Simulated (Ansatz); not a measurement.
# Chlorine, solid Cl2 (Cmce) under r²SCAN: ground state and equation of state

Aim: take chlorine in the solid Cl2 (Cmce) structure, relax it, solve it on a dense k-mesh, then scale the cell to 7 volumes from 88 to 112 % of the relaxed one and try a fit of the equation of state. Spin polarisation is left out. The k-meshes are 5×5×2 for the relaxation; 9×9×4 for the dense run; 8×8×4 for the volumes. It starts from a measured cell (COD).

Method: DFT r2SCAN, plane waves (500 eV) with PAW, scalar-relativistic; PBE-made PAW files, in Ansatz 0.2.0.

## Step 1: Starting point

Symmetry: Cmce, No. 64, orthorhombic system. The conventional cell has a = 6.145 Å, b = 4.395 Å, c = 8.154 Å, α = 90.00°, β = 90.00°, γ = 90.00°. Around Cl (site symmetry m) lie 1 Cl at 1.99 Å.

Structure file:

```cif
data_structure
_symmetry_space_group_name_H-M 'Cmce'
_symmetry_Int_Tables_number 64
_cell_length_a 6.1453
_cell_length_b 4.3954
_cell_length_c 8.1537
_cell_angle_alpha 90.000
_cell_angle_beta 90.000
_cell_angle_gamma 90.000
_cell_volume 220.24
loop_
_atom_site_label
_atom_site_type_symbol
_atom_site_symmetry_multiplicity
_atom_site_Wyckoff_symbol
_atom_site_fract_x
_atom_site_fract_y
_atom_site_fract_z
_atom_site_occupancy
Cl1 Cl 8 f 0.50000 0.62370 0.10250 1
```

## Step 2: Relaxing cell and atoms

input.yaml

```yaml
crystal:
  lattice:
    - [3.07265, -2.1977, 0.0]
    - [3.07265, 2.1977, 0.0]
    - [0.0, 0.0, 8.1537]
  atoms:
    - { symbol: Cl, position: [0.8763, 0.1237, 0.1025] }
    - { symbol: Cl, position: [0.6237, 0.3763, 0.6025] }
    - { symbol: Cl, position: [0.1237, 0.8763, 0.8975] }
    - { symbol: Cl, position: [0.3763, 0.6237, 0.3975] }
hamiltonian:
  xc: r2scan
  pseudopotentials:
    kind: paw
    azcp:
      Cl: "pseudopotentials/Cl.paw.azcp"
basis:
  ecutwfc: 500
  fft_grid_basis: typed
kpoints:
  mp_grid: { grid: [5, 5, 2], shift: [0, 0, 0] }
magnetization:
  spin_polarized: false
scf:
  occupations: { method: fermi_dirac, width: 0.05 }
relax:
  max_steps: 60
  f_tol: 0.01
  cell: {}
```

Run with:

```bash
$ ansatz run input.yaml --threads 1 --pin off --max-ram 3584MiB --backend cpu --events-out ev --progress --plain --runs-dir out
```

After this run come: Single point on a dense mesh; At 88 % of the relaxed volume; At 92 % of the relaxed volume; At 96 % of the relaxed volume; At 100 % of the relaxed volume; At 104 % of the relaxed volume; At 108 % of the relaxed volume; At 112 % of the relaxed volume.

What does the calculation give? Wanted: space group; conventional cell; volume; shortest distance; gap on the mesh; relative to Cl2 molecule; V₀, B₀, B₀′.

The runs gave:

| quantity | value |
| --- | --- |
| space group (spins left aside) | Cmce (No. 64) |
| conventional cell | a = 6.529 Å, b = 4.145 Å, c = 8.266 Å |
| volume | 27.959 Å³/atom |
| shortest distance | 2.011 Å |
| against the measured volume | +1.6 % (27.530 Å³/atom) |
| gap on the mesh | 2.65 eV |
| relative to Cl2 molecule | -108 meV/atom |
| V₀, B₀, B₀′ | 27.952 Å³/atom, 32 GPa, 4.6 |

**Reading.** r²SCAN puts the volume 1.6 % above the measured one. Zero-point motion and any thermal expansion in the measured cell, which the calculation lacks, would widen the miss. Against the reference form of chlorine (Cl2 molecule, computed apart with the same settings) it stands 108 meV/atom lower, so this level prefers it, against what is seen in nature. The mesh shows a gap of 2.65 eV. Band edges may lie between mesh points, so the true gap at this level can be smaller. The fitted modulus is 32 GPa; even scaling stretches the bonds with the cell, so it lies well above the modulus that a cell free to change shape would show. Relaxation kept the symmetry; phonons were not checked.

The gaps are Kohn-Sham values of a semilocal functional, not quasiparticle or optical gaps. Such gaps usually fall short of the measured ones.
